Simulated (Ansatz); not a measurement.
# Fe2O3 (Hematite): the cost of one run

Computed with Ansatz 0.2.0 (DFT PBE+U, scalar-relativistic, plane waves, PAW, unless a step's input says otherwise).

## (1) Starting point

The structure is trigonal, space group R-3c (No. 167). The conventional cell has a = 5.038 Å, b = 5.038 Å, c = 13.772 Å, α = 90.00°, β = 90.00°, γ = 120.00°. Fe (site symmetry 3) has 6 O at 1.95 to 2.12 Å as nearest neighbours. O (site symmetry 2) has 4 Fe at 1.95 to 2.12 Å as nearest neighbours.

Structure file:

```xyz
10
Lattice="2.5190 1.4543 4.5907 -2.5190 1.4543 4.5907 0.0000 -2.9087 4.5907" Properties=species:S:1:pos:R:3 pbc="T T T"
Fe    0.0000    0.0000    4.8932
Fe    0.0000    0.0000    1.9928
Fe    0.0000    0.0000    8.8788
Fe    0.0000    0.0000   11.7792
O    -0.9779    1.4543    8.0337
O    -0.7706   -1.5740    8.0337
O     1.7484    0.1197    8.0337
O     0.9779   -1.4543    5.7383
O     0.7706    1.5740    5.7383
O    -1.7484   -0.1197    5.7383
```

## (2) Relax cell and atoms

File input.yaml:

```yaml
crystal:
  lattice:
    - [2.519, 1.4543453281, 4.5906666667]
    - [-2.519, 1.4543453281, 4.5906666667]
    - [0.0, -2.9086906562, 4.5906666667]
  atoms:
    - { symbol: Fe, position: [0.3553, 0.3553, 0.3553], spin: 4.34 }
    - { symbol: Fe, position: [0.1447, 0.1447, 0.1447], spin: 4.34 }
    - { symbol: Fe, position: [0.6447, 0.6447, 0.6447], spin: 4.34 }
    - { symbol: Fe, position: [0.8553, 0.8553, 0.8553], spin: 4.34 }
    - { symbol: O, position: [0.5559, 0.9441, 0.25], spin: 0.41 }
    - { symbol: O, position: [0.25, 0.5559, 0.9441], spin: 0.41 }
    - { symbol: O, position: [0.9441, 0.25, 0.5559], spin: 0.41 }
    - { symbol: O, position: [0.4441, 0.0559, 0.75], spin: 0.41 }
    - { symbol: O, position: [0.75, 0.4441, 0.0559], spin: 0.41 }
    - { symbol: O, position: [0.0559, 0.75, 0.4441], spin: 0.41 }
basis:
  ecutwfc: 420
kpoints:
  mp_grid: { grid: [6, 6, 6] }
hamiltonian:
  xc: pbe
  hubbard: { sites: [{ species: Fe, l: d, u_eff: 5.3 }] }
scf:
  occupations: { method: gaussian, width: 0.1 }
output:
  forces: true
  stress: true
  eigenvalues: true
  populations: true
magnetization:
  spin_polarized: true
relax:
  adjacent_minimum: "off"
  f_tol: 0.05
  max_steps: 80
  cell: { stress_tol: 0.5 }
```

Launch:

```sh
$ ansatz run input.yaml --threads 2 --pin off --max-ram 5120MiB --backend cpu --events-out ev --progress --plain --runs-dir out
```

Q: Estimate wall time and peak memory on 2 threads of Intel Xeon Platinum 8488C (Sapphire Rapids), shared host.

About 83 s, with a peak of 0.83 GiB.
